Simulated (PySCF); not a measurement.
# C4H9FO2: the cost of one run

Computed with PySCF 2.14.0 and routines of our own; the level stands in each step. Atoms count from 0.

### 1 The system as given

16 atoms, charge 0, multiplicity 1; geometry from: GFN2-xTB.

### 2 Magnetic properties: GIAO PBE0/pcSseg-1

What the job is given:

```
{"job": {"kind": "mag", "xc": "PBE0", "basis": "pcSseg-1", "isotopologues": 2}, "charge": 0, "multiplicity": 1}
C     -2.071772     1.160865     0.122731
O     -0.827233     0.741408     0.653013
C     -0.527005    -0.579283     0.438609
F     -1.371048    -1.376146     1.209251
C      0.917749    -0.840143     0.849303
C      1.887446    -0.458222    -0.271862
O      1.603846     0.790956    -0.847173
H     -2.897129     0.608506     0.579394
H     -2.160662     2.217938     0.360619
H     -2.092918     1.020439    -0.962988
H     -0.723049    -0.891056    -0.603005
H      1.115020    -0.245066     1.743351
H      1.031167    -1.895168     1.096233
H      2.914009    -0.475721     0.124583
H      1.824357    -1.180355    -1.090981
H      1.369623     1.409993    -0.145005
```

Method: GIAO PBE0/pcSseg-1 magnetisability, rotational g tensor and spin-rotation constants, non-relativistic, gas phase.

Command:

```sh
OMP_NUM_THREADS=1 python excited_run.py task.json out
```

One launch serves the whole session: the jobs run in the order shown.

Q: Estimate the wall time and peak memory of this first job on 1 thread of Arm Neoverse V1, shared host.

About 22 s, with a peak of 0.75 GiB.
